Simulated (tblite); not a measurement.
# C4H12NSi2: the cost of one run

Computed with tblite 0.8.0 and PySCF 2.14.0, with density-fitted response routines of our own, on a single molecule in the gas phase. Atoms count from 0, in the outputs and in this text.

### Step 1. The starting structure

19 atoms, charge 0, multiplicity 2; geometry from: force field or distance geometry start.

Bonds of the start (Å): C0–Si1 1.88, Si1–N2 1.72, N2–Si3 1.75, N2–C4 1.43, C4–C5 1.53, C5–C6 1.51, C6–C4 1.51, C0–H7 1.11, C0–H8 1.10, C0–H9 1.11, Si1–H10 1.48, Si1–H11 1.48, Si3–H12 1.49, Si3–H13 1.45, Si3–H14 1.46, C4–H15 1.11, C5–H16 1.10, C6–H17 1.11, C6–H18 1.13.

### Step 2. Geometry optimisation with GFN2-xTB

The job: settings as JSON, then the geometry in Å.

```
{"job": {"kind": "relax", "xc": "GFN2-xTB", "basis": "xTB"}, "charge": 0, "multiplicity": 2}
C      2.201600    -1.443800     0.574800
Si     0.999300    -0.194700     1.307900
N     -0.072500     0.301600     0.059100
Si     0.503000     1.463800    -1.114500
C     -1.473800     0.258700     0.325700
C     -2.398900     0.705400    -0.803400
C     -2.377400    -0.737900    -0.360700
H      2.403800    -1.118900    -0.471600
H      1.781600    -2.456800     0.645100
H      3.153100    -1.373500     1.134400
H      0.297400    -0.752800     2.481700
H      1.842100     0.969300     1.678900
H      1.456000     2.357700    -0.391600
H     -0.557600     2.319300    -1.605700
H      1.280000     0.815700    -2.170100
H     -1.777900     0.550400     1.353100
H     -1.993700     0.887000    -1.811900
H     -1.969800    -1.499200    -1.050200
H     -3.306100    -1.042000     0.211600
```

The run is started by

```bash
OMP_NUM_THREADS=1 python probes_run.py task.json out
```

This one command runs all jobs of the session in turn.

Q: Estimate the wall time of this first job on 1 thread of Arm Neoverse V1, shared host.

About 1.5 s.
